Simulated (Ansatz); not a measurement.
# KFeAs2 in Ansatz: the effect of fixed moment

The system is KFeAs2.

```
As Fe K
1.0
    -1.98037    1.98037    6.38302
     1.98037   -1.98037    6.38302
     1.98037    1.98037   -6.38302
As Fe K
2 1 1
Direct
  0.33074 0.33074 0.00000
  0.66926 0.66926 0.00000
  0.25000 0.75000 0.50000
  0.00000 0.00000 0.00000
```

The cell comes from a database or a generator and needn't be the stable form of this composition.

Alike in all runs:

| Item | Value |
| --- | --- |
| Program | Ansatz 0.2.0 |
| Task | single point |
| Functional | PBE |
| Potentials or basis | Ansatz PAW |
| Cutoff | 420 eV (not typed: the program's choice for these potentials) |
| k mesh | 8 × 8 × 8 |
| Occupations | fermi-dirac, width 0.05 eV |

| fixed moment | spin | starting moments | energy over the lowest run (meV/atom) | pressure (GPa) | largest force (eV/Å) |
| --- | --- | --- | --- | --- | --- |
| 0 | collinear spin, program default start | - | 2.3 | -0.1 | 0.03 |
| 0.8 | collinear spin, ferromagnetic start | [0.0, 0.0, 0.8, 0.0] μB | 0.0 | 0.3 | 0.11 |
| 1.5 | collinear spin, ferromagnetic start | [0.0, 0.0, 1.5, 0.0] μB | ? | ? | ? |
| 2.2 | collinear spin, ferromagnetic start | [0.0, 0.0, 2.2, 0.0] μB | 47.3 | 2.1 | 0.22 |
| 3 | collinear spin, ferromagnetic start | [0.0, 0.0, 3.0, 0.0] μB | 108.4 | 3.4 | 0.36 |
| 3.8 | collinear spin, ferromagnetic start | [0.0, 0.0, 3.8, 0.0] μB | 210.2 | 4.9 | 0.53 |
| 4.5 | collinear spin, ferromagnetic start | [0.0, 0.0, 4.5, 0.0] μB | 340.1 | 6.6 | 0.90 |
| 6 | collinear spin, ferromagnetic start | [0.0, 0.0, 6.0, 0.0] μB | 746.2 | 11.6 | 2.23 |

**Question.** What does the run with fixed moment 1.5 give?

**Answer.** Energy over the lowest run 17.3 meV/atom; pressure 1.1 GPa; largest force 0.11 eV/Å.

Worked out: A parabola through the other rows of the energy over the lowest run, of slope 30.5 meV/atom per unit of fixed moment there, gives -5.5 meV/atom, against the run's 17.3. A parabola through the other rows of the pressure, of slope 1.12 GPa per unit of fixed moment there, gives 1.0 GPa, against the run's 1.1. A parabola through the other rows of the largest force, of slope 0.0603 eV/Å per unit of fixed moment there, gives 0.02 eV/Å, against the run's 0.11.

Caveats: the total moment is fixed, so each spin has its own Fermi level; the thresholds are loose for stress; a cell with one magnetic atom can't hold antiferromagnetic order, which such compounds often take (some runs); forces of over 1 eV/Å show positions far from the minimum, so gaps and moduli don't describe the material at rest (some runs).
